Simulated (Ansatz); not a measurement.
# Li2Pd: further runs on the relaxed cell

An exercise on one series of results from a longer session: the logs are not shown, and one member is left open.

Program: Ansatz 0.2.0. Level of theory: DFT PBEsol, scalar-relativistic, plane waves, PAW. These are calculated values, not measurements.

1 further run of the same task is left out (set aside as unsound or not needed).

### The starting structure

The structure is hexagonal, space group P6/mmm (No. 191). Conventional cell: a = 4.201 Å, b = 4.201 Å, c = 2.662 Å, α = 90.00°, β = 90.00°, γ = 120.00°. Li (site symmetry -6m2) has 5 Li at 2.43 to 2.66 Å and 6 Pd at 2.77 Å as nearest neighbours. Pd (site symmetry 6/mmm) is surrounded by 2 Pd at 2.66 Å and 12 Li at 2.77 Å.

Structure file:

```cif
data_structure
_symmetry_space_group_name_H-M 'P 1'
_symmetry_Int_Tables_number 1
_cell_length_a 4.2006
_cell_length_b 4.2006
_cell_length_c 2.6620
_cell_angle_alpha 90.000
_cell_angle_beta 90.000
_cell_angle_gamma 120.000
_cell_volume 40.68
loop_
_atom_site_label
_atom_site_type_symbol
_atom_site_fract_x
_atom_site_fract_y
_atom_site_fract_z
_atom_site_occupancy
Li1 Li 0.33333 0.66667 0.50000 1
Li2 Li 0.66667 0.33333 0.50000 1
Pd1 Pd 0.00000 0.00000 0.00000 1
```

This cell was relaxed beforehand with the same method: volume 13.56 Å³/atom, gap on the mesh none (metal).

The first run:

Input file input.yaml:

```yaml
crystal:
  lattice:
    - [4.2006204714, 0.0, 0.0]
    - [-2.1003102357, 3.6378440399, 0.0]
    - [0.0, 0.0, 2.6620106934]
  atoms:
    - { symbol: Li, position: [0.3333333333, 0.6666666667, 0.5] }
    - { symbol: Li, position: [0.6666666667, 0.3333333333, 0.5] }
    - { symbol: Pd, position: [0.0, 0.0, 0.0] }
basis:
  ecutwfc: 420
kpoints:
  mp_grid: { grid: [12, 12, 16] }
  band_path:
    path:
      - [[0.0, 0.0, 0.0], [0.5, 0.0, 0.0], [0.33333333, 0.33333333, 0.0], [0.0, 0.0, 0.0], [0.0, 0.0, 0.5], [0.5, 0.0, 0.5], [0.33333333, 0.33333333, 0.5], [0.0, 0.0, 0.5]]
      - [[0.5, 0.0, 0.5], [0.5, 0.0, 0.0]]
      - [[0.33333333, 0.33333333, 0.5], [0.33333333, 0.33333333, 0.0]]
    npoints: 14
hamiltonian:
  xc: pbesol
scf:
  occupations: { method: gaussian, width: 0.1 }
  n_extra_bands: 7
output:
  forces: true
  stress: true
  eigenvalues: true
  populations: true
  dos: { projected: true, de: 0.02, nscf_kmesh: { grid: [18, 18, 24] } }
  bader: true
```

Command:

```bash
> ansatz run input.yaml --threads 1 --pin off --max-ram 2560MiB --backend cpu --events-out ev --progress --plain --runs-dir out
```

Among the steps run: Static run: bands, density of states and charges; Back to the database's cell; The cell scaled to 0.97 of its volume; The cell scaled to 1.03 of its volume; Volume × 0.94; The cell scaled to 1.06 of its volume; The cell scaled to 0.91 of its volume; Point at V/V0 = 1.10; Point at V/V0 = 0.88.

One table of the session follows, with a row left open; its other results are not shown here.

It belongs to the step «Energy against volume». 

| volume (Å³/atom) | energy above the lowest point (meV/atom) | pressure (GPa) |
| --- | --- | --- |
| 11.932 | 40.7 | 8.92 |
| 12.339 | 21.6 | 6.15 |
| 12.746 | 9.1 | 3.77 |
| 13.153 | ? | ? |
| 13.560 | 0.0 | 0.00 |
| 13.966 | 2.0 | -1.48 |
| 14.373 | 7.5 | -2.77 |
| 14.916 | 19.5 | -4.19 |

Q: Estimate the row for volume (Å³/atom) = 13.153 from the others.

Worked estimate for «energy above the lowest point (meV/atom)». A straight line through the neighbours (12.746, 9.1) and (13.560, 0.0) gives 9.1 + (0.0 − 9.1) × (13.153 − 12.746) / (13.560 − 12.746) = 4.5; a parabola fitted to 4 rows on both sides gives 2.1.

As computed: energy above the lowest point (meV/atom): 2.1; pressure (GPa): 1.73. In «energy above the lowest point (meV/atom)» the line misses by +2.4 and the parabola by 0.0.
